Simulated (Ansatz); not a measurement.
Runs of Ansatz 0.2.0 on NaLaMnMoO6. The typed cell holds 10 atoms: a = 5.432 Å, b = 5.507 Å, c = 5.716 Å, α = 64.76°, β = 88.96°, γ = 63.78°. The cell was built by a generator and needn't be a form met in nature.

```tsv
task	level	potentials or basis	cell	k mesh	cutoff (eV)	mesh quality	gap on the mesh (eV)	pressure (GPa)	moment (μB)	largest force (eV/Å)
single point	PBE	SPMS NC	as given	6 × 6 × 5	1034	not flagged	0.21	0.3	5.00	(b)
single point	PBE	Ansatz NC	as given	6 × 6 × 5	1497	not flagged	(a)	0.0	5.00	0.02
single point	PBE	Ansatz PAW earlier set	as given	6 × 6 × 5	900	not flagged	0.17	0.0	5.00	0.02
relaxation of cell and atoms	PBE+D3(BJ)	Ansatz PAW	relaxed	4 × 5 × 4	420	not flagged	(c)	0.0	5.00	0.01
single point	HSE06	Ansatz PAW	as given	3 × 3 × 3	420	coarse	1.57	-	5.00	1.21
```

Alike in all rows: spin collinear, ferromagnetic start; smearing fermi-dirac 0.05 eV.

**Question.** Estimate the missing entries.

**Answer.** (a) 0.18; (b) 0.09; (c) 0.09.

Caveats: some runs use coarse meshes; odd divisions of the mesh miss points on the zone boundary, where band edges often lie, so the gap on the mesh can be too wide; spin-orbit coupling is left out, which moves the levels of the heavy elements; a cell with one magnetic atom can't hold antiferromagnetic order, which such compounds often take; the plane-wave basis is chosen anew once the cell has moved, so the energies of steps on either side of that aren't comparable (some runs); the magnetic or orbital state may not be the lowest (some runs); the PAW data sets come from PBE, with cores solved anew for the run's functional, which leaves a small shift of forces and pressure (some runs); forces of over 1 eV/Å show positions far from the minimum, so gaps and moduli don't describe the material at rest (some runs).

A k mesh can miss the band edges, and the runs leave out spin-orbit coupling on La, Mo.

Not every run made on this cell is shown here.
